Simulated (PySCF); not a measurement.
**A gas-phase reaction: GaH3O3 + H3N → GaH4NO2 + H2O**

What reaction energy should one expect for `[OH][Ga]([OH])[OH]` + `N` → `[NH2][Ga]([OH])[OH]` + `O`?

Computed with PySCF 2.14.0; each step states its level. No surroundings beyond the atoms listed, unless a continuum is named. Atoms count from 0, parts from 1.

## Step 1: The system as given

Each species was relaxed by itself at PBE0-D3(BJ)/def2-SVPD.

## Step 2: Energies of the species: wB97M-D3(BJ)/def2-TZVPD

Job settings and geometry (Å):

```
{"job": {"kind": "react", "xc": "wB97M-D3(BJ)", "basis": "def2-TZVPD"}, "charge": 0, "multiplicity": 1}
-1 GaH3O3 charge 0 multiplicity 1
O      1.714160    -0.194290     0.003980
Ga    -0.063790    -0.023730     0.086570
O     -1.028000     1.148830    -0.841400
O     -0.950940    -1.104850     1.176990
H      2.184180     0.397620    -0.588330
H     -0.538650     1.730830    -1.427800
H     -0.390830    -1.719890     1.658860

-1 H3N charge 0 multiplicity 1
N      0.000810    -0.001700     0.284440
H      0.898140    -0.301070    -0.085750
H     -0.704190    -0.622220    -0.102590
H     -0.181230     0.926060    -0.087020

+1 GaH4NO2 charge 0 multiplicity 1
N      0.918700    -0.428470    -1.141150
Ga    -0.237380     0.010820     0.168670
O      0.061610     1.231800     1.444030
O     -1.820190    -0.810030     0.234480
H      1.833510    -0.020480    -1.260270
H      0.709760    -1.127600    -1.838980
H      0.917390     1.666540     1.433400
H     -2.381670    -0.522970     0.959420

+1 H2O charge 0 multiplicity 1
O      0.000550     0.389350    -0.006200
H      0.762620    -0.195740     0.002420
H     -0.763170    -0.193580     0.003770
```

Method: wB97M-D3(BJ)/def2-TZVPD reaction energy of separated species, gas phase.

Launch:

```sh
$ OMP_NUM_THREADS=1 python cluster_run.py task.json out
```

This one command runs all jobs of the session in turn.

Log:

```text
species 1 (GaH3O3)
coarse grid: 30376 points
cycle   1  E = -2152.3293072608  dE = -2.241e-01  |g| = 1.298e+00  |ddm| = 2.164e+00
cycle   2  E = -2152.2219683685  dE =  1.073e-01  |g| = 1.633e+00  |ddm| = 1.878e+00
cycle   3  E = -2152.6006421197  dE = -3.787e-01  |g| = 5.121e-02  |ddm| = 9.910e-01
cycle   4  E = -2152.6012043129  dE = -5.622e-04  |g| = 2.270e-02  |ddm| = 5.523e-02
cycle   5  E = -2152.6012860773  dE = -8.176e-05  |g| = 1.441e-02  |ddm| = 2.530e-02
cycle   6  E = -2152.6013236300  dE = -3.755e-05  |g| = 2.120e-03  |ddm| = 1.034e-02
cycle   7  E = -2152.6013252884  dE = -1.658e-06  |g| = 1.428e-03  |ddm| = 3.136e-03
final grid: 63032 points
cycle   8  E = -2152.6012805636  dE = -6.595e-08  |g| = 1.619e-03  |ddm| = 2.327e-03
cycle   9  E = -2152.6012804294  dE =  1.342e-07  |g| = 1.900e-03  |ddm| = 1.775e-03
cycle  10  E = -2152.6012808973  dE = -4.679e-07  |g| = 1.250e-04  |ddm| = 9.689e-04
cycle  11  E = -2152.6012809001  dE = -2.771e-09  |g| = 3.360e-05  |ddm| = 8.749e-05
cycle  12  E = -2152.6012809010  dE = -9.172e-10  |g| = 3.045e-06  |ddm| = 9.286e-05
converged SCF energy = -2152.6012809010

species 2 (H3N)
coarse grid: 12536 points
cycle   1  E = -56.5694031939  dE = -1.294e-01  |g| = 3.024e-01  |ddm| = 1.089e+00
cycle   2  E = -56.5779573038  dE = -8.554e-03  |g| = 2.716e-01  |ddm| = 2.675e-01
cycle   3  E = -56.5918789937  dE = -1.392e-02  |g| = 2.124e-02  |ddm| = 1.115e-01
cycle   4  E = -56.5919845876  dE = -1.056e-04  |g| = 5.194e-03  |ddm| = 1.727e-02
cycle   5  E = -56.5919957240  dE = -1.114e-05  |g| = 7.323e-04  |ddm| = 8.712e-03
cycle   6  E = -56.5919961391  dE = -4.151e-07  |g| = 1.111e-04  |ddm| = 3.174e-03
final grid: 27112 points
cycle   7  E = -56.5919842899  dE = -1.693e-08  |g| = 6.451e-05  |ddm| = 8.494e-04
cycle   8  E = -56.5919842920  dE = -2.161e-09  |g| = 5.190e-05  |ddm| = 2.704e-04
cycle   9  E = -56.5919842927  dE = -6.598e-10  |g| = 1.256e-05  |ddm| = 5.480e-05
converged SCF energy = -56.5919842927

species 3 (GaH4NO2)
coarse grid: 32784 points
cycle   1  E = -2132.4895152908  dE = -2.461e-01  |g| = 1.175e+00  |ddm| = 2.231e+00
cycle   2  E = -2132.4047209677  dE =  8.479e-02  |g| = 1.474e+00  |ddm| = 1.750e+00
cycle   3  E = -2132.7101015901  dE = -3.054e-01  |g| = 6.603e-02  |ddm| = 9.251e-01
cycle   4  E = -2132.7109016662  dE = -8.001e-04  |g| = 4.172e-02  |ddm| = 7.494e-02
cycle   5  E = -2132.7112805924  dE = -3.789e-04  |g| = 1.060e-02  |ddm| = 2.847e-02
cycle   6  E = -2132.7113139375  dE = -3.335e-05  |g| = 2.495e-03  |ddm| = 1.294e-02
cycle   7  E = -2132.7113160292  dE = -2.092e-06  |g| = 1.616e-03  |ddm| = 3.348e-03
final grid: 68192 points
cycle   8  E = -2132.7113011077  dE = -2.693e-07  |g| = 1.707e-03  |ddm| = 5.112e-03
cycle   9  E = -2132.7113010664  dE =  4.124e-08  |g| = 1.882e-03  |ddm| = 1.899e-03
cycle  10  E = -2132.7113014489  dE = -3.825e-07  |g| = 1.024e-04  |ddm| = 1.032e-03
cycle  11  E = -2132.7113014529  dE = -3.985e-09  |g| = 6.784e-05  |ddm| = 1.174e-04
cycle  12  E = -2132.7113014549  dE = -2.013e-09  |g| = 7.703e-06  |ddm| = 1.219e-04
cycle  13  E = -2132.7113014549  dE = -2.319e-11  |g| = 4.711e-06  |ddm| = 1.341e-05
converged SCF energy = -2132.7113014549

species 4 (H2O)
coarse grid: 10128 points
cycle   1  E = -76.4117499017  dE = -7.453e-02  |g| = 5.872e-01  |ddm| = 8.994e-01
cycle   2  E = -76.4087428252  dE =  3.007e-03  |g| = 6.461e-01  |ddm| = 5.038e-01
cycle   3  E = -76.4759335078  dE = -6.719e-02  |g| = 2.731e-02  |ddm| = 2.374e-01
cycle   4  E = -76.4760587109  dE = -1.252e-04  |g| = 5.497e-03  |ddm| = 1.609e-02
cycle   5  E = -76.4760673877  dE = -8.677e-06  |g| = 8.214e-04  |ddm| = 5.831e-03
final grid: 21952 points
cycle   6  E = -76.4760630150  dE = -1.975e-07  |g| = 5.842e-04  |ddm| = 1.373e-03
cycle   7  E = -76.4760630218  dE = -6.841e-09  |g| = 6.465e-04  |ddm| = 6.469e-04
cycle   8  E = -76.4760630854  dE = -6.362e-08  |g| = 3.199e-05  |ddm| = 2.235e-04
cycle   9  E = -76.4760630863  dE = -8.226e-10  |g| = 4.134e-06  |ddm| = 1.105e-04
converged SCF energy = -76.4760630863

Reaction energy = 3.495 kcal/mol
```

Wall time 57 s (1 thread of Arm Neoverse N1, shared host); peak memory 0.74 GiB.

Species by species (with the dispersion term, which the log's SCF energies lack):

```tsv
ν	species	energy (Eh)	HOMO (eV)
-1	[OH][Ga]([OH])[OH]	-2152.60544	-11.56
-1	N	-56.59358	-10.26
+1	[NH2][Ga]([OH])[OH]	-2132.71663	-10.07
+1	O	-76.47682	-11.72
```

## Step 3: Energies of the species: PBE0-D3(BJ)/def2-TZVPD

The job, as its differences from that of step 2:

```diff
@@ -1,2 +1,2 @@
-{"job": {"kind": "react", "xc": "wB97M-D3(BJ)", "basis": "def2-TZVPD"}, "charge": 0, "multiplicity": 1}
+{"job": {"kind": "react", "xc": "PBE0", "basis": "def2-TZVPD", "disp": "d3bj"}, "charge": 0, "multiplicity": 1}
 -1 GaH3O3 charge 0 multiplicity 1
```

With the program's defaults for keys left out, this is: PBE0-D3(BJ)/def2-TZVPD reaction energy of separated species, gas phase.

Log:

```text
species 1 (GaH3O3)
coarse grid: 30376 points
cycle   1  E = -2151.6954735627  dE = -4.438e-02  |g| = 1.474e+00  |ddm| = 2.236e+00
cycle   2  E = -2150.9235161441  dE =  7.720e-01  |g| = 2.568e+00  |ddm| = 2.765e+00
cycle   3  E = -2152.0324932059  dE = -1.109e+00  |g| = 1.272e-01  |ddm| = 1.917e+00
cycle   4  E = -2152.0340359868  dE = -1.543e-03  |g| = 1.016e-01  |ddm| = 1.354e-01
cycle   5  E = -2152.0354154632  dE = -1.379e-03  |g| = 2.459e-02  |ddm| = 6.753e-02
cycle   6  E = -2152.0355168531  dE = -1.014e-04  |g| = 6.001e-03  |ddm| = 1.871e-02
cycle   7  E = -2152.0355217600  dE = -4.907e-06  |g| = 1.605e-03  |ddm| = 4.728e-03
final grid: 63032 points
cycle   8  E = -2152.0354894211  dE =  3.992e-07  |g| = 2.373e-03  |ddm| = 2.825e-03
cycle   9  E = -2152.0354878977  dE =  1.523e-06  |g| = 3.836e-03  |ddm| = 3.646e-03
cycle  10  E = -2152.0354902679  dE = -2.370e-06  |g| = 4.083e-04  |ddm| = 2.370e-03
cycle  11  E = -2152.0354902906  dE = -2.262e-08  |g| = 4.099e-05  |ddm| = 2.456e-04
cycle  12  E = -2152.0354902908  dE = -2.747e-10  |g| = 1.513e-05  |ddm| = 3.871e-05
converged SCF energy = -2152.0354902908

species 2 (H3N)
coarse grid: 2928 points
cycle   1  E = -56.4894694615  dE = -9.632e-02  |g| = 3.707e-01  |ddm| = 1.101e+00
cycle   2  E = -56.4630471347  dE =  2.642e-02  |g| = 5.179e-01  |ddm| = 4.425e-01
cycle   3  E = -56.5201499052  dE = -5.710e-02  |g| = 1.575e-02  |ddm| = 2.484e-01
cycle   4  E = -56.5201984009  dE = -4.850e-05  |g| = 3.353e-03  |ddm| = 8.640e-03
cycle   5  E = -56.5202005715  dE = -2.171e-06  |g| = 3.221e-04  |ddm| = 2.234e-03
final grid: 27112 points
cycle   6  E = -56.5150247993  dE = -1.142e-05  |g| = 5.647e-03  |ddm| = 1.597e-02
cycle   7  E = -56.5150192737  dE =  5.526e-06  |g| = 7.730e-03  |ddm| = 5.867e-03
cycle   8  E = -56.5150311755  dE = -1.190e-05  |g| = 1.407e-04  |ddm| = 3.493e-03
cycle   9  E = -56.5150311799  dE = -4.376e-09  |g| = 3.181e-05  |ddm| = 9.425e-05
cycle  10  E = -56.5150311802  dE = -2.912e-10  |g| = 3.541e-06  |ddm| = 2.834e-05
converged SCF energy = -56.5150311802

species 3 (GaH4NO2)
coarse grid: 32784 points
cycle   1  E = -2131.8880723644  dE = -1.174e-01  |g| = 1.336e+00  |ddm| = 2.317e+00
cycle   2  E = -2131.2709472154  dE =  6.171e-01  |g| = 2.304e+00  |ddm| = 2.508e+00
cycle   3  E = -2132.1564183361  dE = -8.855e-01  |g| = 1.968e-01  |ddm| = 1.753e+00
cycle   4  E = -2132.1619268757  dE = -5.509e-03  |g| = 1.065e-01  |ddm| = 1.820e-01
cycle   5  E = -2132.1638706971  dE = -1.944e-03  |g| = 1.624e-02  |ddm| = 5.984e-02
cycle   6  E = -2132.1639170259  dE = -4.633e-05  |g| = 4.811e-03  |ddm| = 1.271e-02
cycle   7  E = -2132.1639204323  dE = -3.406e-06  |g| = 1.667e-03  |ddm| = 3.515e-03
final grid: 68192 points
cycle   8  E = -2132.1639172791  dE =  6.562e-07  |g| = 2.732e-03  |ddm| = 4.344e-03
cycle   9  E = -2132.1639147472  dE =  2.532e-06  |g| = 4.712e-03  |ddm| = 4.546e-03
cycle  10  E = -2132.1639184843  dE = -3.737e-06  |g| = 3.859e-04  |ddm| = 2.961e-03
cycle  11  E = -2132.1639185037  dE = -1.938e-08  |g| = 3.101e-05  |ddm| = 2.336e-04
cycle  12  E = -2132.1639185038  dE = -1.778e-10  |g| = 1.012e-05  |ddm| = 3.122e-05
converged SCF energy = -2132.1639185038

species 4 (H2O)
coarse grid: 2328 points
cycle   1  E = -76.3044314622  dE = -5.298e-03  |g| = 6.571e-01  |ddm| = 9.011e-01
cycle   2  E = -76.1882121759  dE =  1.162e-01  |g| = 1.036e+00  |ddm| = 7.256e-01
cycle   3  E = -76.3820312522  dE = -1.938e-01  |g| = 3.132e-02  |ddm| = 4.396e-01
cycle   4  E = -76.3822135537  dE = -1.823e-04  |g| = 5.864e-03  |ddm| = 1.606e-02
cycle   5  E = -76.3822186926  dE = -5.139e-06  |g| = 7.850e-04  |ddm| = 2.507e-03
final grid: 21952 points
cycle   6  E = -76.3808944412  dE = -1.510e-05  |g| = 3.448e-03  |ddm| = 9.317e-03
cycle   7  E = -76.3808924755  dE =  1.966e-06  |g| = 4.752e-03  |ddm| = 3.321e-03
cycle   8  E = -76.3808961916  dE = -3.716e-06  |g| = 2.518e-04  |ddm| = 1.965e-03
cycle   9  E = -76.3808962022  dE = -1.061e-08  |g| = 2.399e-05  |ddm| = 1.101e-04
cycle  10  E = -76.3808962024  dE = -1.123e-10  |g| = 3.292e-06  |ddm| = 1.516e-05
converged SCF energy = -76.3808962024

Reaction energy = 3.336 kcal/mol
```

Wall time 31 s (1 thread of Arm Neoverse N1, shared host); peak memory 0.64 GiB.

Reaction energy at this level: 3.34 kcal/mol.

## Step 4: Side by side

Energies in kcal/mol, with wall time:

```tsv
run	reaction	time
wB97M-D3(BJ)/def2-TZVPD	3.50	57 s
PBE0-D3(BJ)/def2-TZVPD	3.34	31 s
```

## Step 5: What came out

| quantity | value |
| --- | --- |
| reaction energy (wB97M-D3(BJ)/def2-TZVPD) | 3.50 kcal/mol |
| ΔH, ΔG at 298 K (xTB thermal terms) | +2.5, +2.7 kcal/mol |
| range of the reaction energy over the runs of this table | 3.34 to 3.50 kcal/mol |

In words: The reaction is endothermic by 2.5 kcal/mol in the gas phase; dispersion gives -0.21, and xTB itself gave 7.96 for the electronic energy (xTB energies and thermal terms come from the earlier relaxation of each species, not shown). No barrier was sought. The reaction energy runs from 3.34 (PBE0-D3(BJ)/def2-TZVPD) to 3.50 kcal/mol (wB97M-D3(BJ)/def2-TZVPD).
